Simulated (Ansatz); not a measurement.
**C6H13N: one species, many methods**

One table from this session's results is given with a row withheld; the runs are named, their logs left out.

The runs use Ansatz 0.2.0, Gaussian basis; functionals in def2-TZVPP, the program's frozen cores in correlated methods.

Plan: LDA (SPW92), PBE-D4, revPBE-D4, BLYP-D4, r2SCAN-D4, B97M-V, PBE0-D4, B3LYP-D4, r2SCANh-D4, r2SCAN0-D4, HSE06-D4, BHLYP-D4, CAM-B3LYP-D4, LC-ωPBE, ωB97X-V, ωB97M-V, B2PLYP, PBE-QIDH; CCSD(T)/def2-SVP; CCSD(T)/def2-TZVPP; MP2/def2-QZVPP; extrapolation to the limit; RPA on PBE.

## Structure used throughout

An earlier PBE0-D4 in a triple-zeta def2 set relaxation fixed the geometry.

SMILES `C1CCCNCC1`, 20 atoms, charge 0, spin multiplicity 1.

Atoms are counted from 1 here; the program's logs count them from 0.

Bond lengths: C1–C2 1.526 Å, C1–C7 1.526 Å, C1–H8 1.094 Å, C1–H9 1.095 Å, C2–C3 1.522 Å, C2–H10 1.095 Å, C2–H11 1.098 Å, C3–C4 1.523 Å, C3–H12 1.095 Å, C3–H13 1.096 Å, C4–N5 1.452 Å, C4–H14 1.103 Å, C4–H15 1.094 Å, N5–C6 1.449 Å, N5–H16 1.009 Å, C6–C7 1.526 Å, C6–H17 1.095 Å, C6–H18 1.104 Å and more. Angles: C2–C1–C7 112.8°, C2–C1–H8 108.0°, C2–C1–H9 110.3°, C7–C1–H8 108.6°, C7–C1–H9 110.2°, H8–C1–H9 106.7°, C1–C2–C3 115.7°, C1–C2–H10 109.3°, C1–C2–H11 107.9°, C3–C2–H10 108.4°, C3–C2–H11 109.2°, H10–C2–H11 105.9°, C2–C3–C4 115.3°, C2–C3–H12 109.4°, C2–C3–H13 108.8°, C4–C3–H12 106.9°, C4–C3–H13 109.1°, H12–C3–H13 107.0° and more.

Set-up of the first run:

The input, in.yaml:

```yaml
crystal:
  periodic: [false, false, false]
  atoms:
    - {symbol: C, position_ang: [1.003688, 0.301785, 1.119336]}
    - {symbol: C, position_ang: [1.595917, -0.393838, -0.103277]}
    - {symbol: C, position_ang: [0.649865, -1.312182, -0.863702]}
    - {symbol: C, position_ang: [-0.699525, -0.703214, -1.221349]}
    - {symbol: N, position_ang: [-1.507170, -0.475633, -0.035835]}
    - {symbol: C, position_ang: [-1.453438, 0.849022, 0.550088]}
    - {symbol: C, position_ang: [-0.030750, 1.362945, 0.753938]}
    - {symbol: H, position_ang: [1.821839, 0.784667, 1.662765]}
    - {symbol: H, position_ang: [0.565466, -0.434933, 1.800656]}
    - {symbol: H, position_ang: [2.472785, -0.975409, 0.200308]}
    - {symbol: H, position_ang: [1.970023, 0.381698, -0.784254]}
    - {symbol: H, position_ang: [0.447503, -2.205213, -0.263130]}
    - {symbol: H, position_ang: [1.146262, -1.649480, -1.780995]}
    - {symbol: H, position_ang: [-0.562113, 0.212731, -1.820013]}
    - {symbol: H, position_ang: [-1.232927, -1.408879, -1.864778]}
    - {symbol: H, position_ang: [-2.468169, -0.733387, -0.202875]}
    - {symbol: H, position_ang: [-1.956702, 0.788799, 1.521205]}
    - {symbol: H, position_ang: [-2.002357, 1.601508, -0.043017]}
    - {symbol: H, position_ang: [-0.070296, 2.134970, 1.528155]}
    - {symbol: H, position_ang: [0.310065, 1.874012, -0.153229]}
basis:
  gaussian: {orbitals: def2-TZVPP}
hamiltonian: {xc: lda}
output: {orbitals: {seedname: orbitals}}
```

On the command line:

```console
$ ansatz run in.yaml --threads 2 --pin off --events-out ev --progress --plain --max-ram 32768MiB --backend cuda --devices 0, --max-vram 18GiB
```

Steps of the session up to this table: LDA; PBE-D4 (GGA); revPBE-D4 (GGA); BLYP-D4 (GGA); r2SCAN-D4 (meta-GGA); B97M-V (meta-GGA); B3LYP-D4 (hybrid); r2SCANh-D4 (hybrid); r2SCAN0-D4 (hybrid); HSE06-D4 (hybrid); BHLYP-D4 (hybrid); CAM-B3LYP-D4 (range-separated); LC-ωPBE (range-separated); ωB97X-V (range-separated); ωB97M-V (range-separated); B2PLYP (double hybrid); PBE-QIDH (double hybrid).

One of the session's tables, all rows but one given; the rest of the session is left out.

It belongs to the step «Frontier levels by functional». 

```
  functional  HOMO (eV)  LUMO (eV)  gap (eV)
 LDA (SPW92)      -4.86       0.13      4.98
      PBE-D4      -4.75       0.26      5.01
   revPBE-D4      -4.70       0.33      5.03
     BLYP-D4      -4.66       0.25      4.92
   r2SCAN-D4      -5.01       0.97      5.98
      B97M-V      -5.22       0.40      5.62
     PBE0-D4      -6.14       1.08      7.22
    B3LYP-D4          ?          ?         ?
  r2SCANh-D4      -5.54       1.22      6.75
  r2SCAN0-D4      -6.33       1.55      7.89
    HSE06-D4      -5.74       0.71      6.45
    BHLYP-D4      -7.51       1.69      9.20
CAM-B3LYP-D4      -7.57       1.85      9.42
     LC-ωPBE      -8.89       3.14     12.04
     ωB97X-V      -8.59       2.93     11.52
     ωB97M-V      -8.52       2.49     11.02
```

Estimate the missing values for B3LYP-D4.

Worked estimate for «HOMO (eV)». Against the share of exact exchange, BLYP-D4 (0, -4.66), BHLYP-D4 (0.5, -7.51) give a slope of -5.70 per unit share; at 0.2 the line stands at -5.80.

**Answer.** HOMO (eV): -5.94; LUMO (eV): 0.74; gap (eV): 6.68. In «HOMO (eV)» the line misses by +0.14.
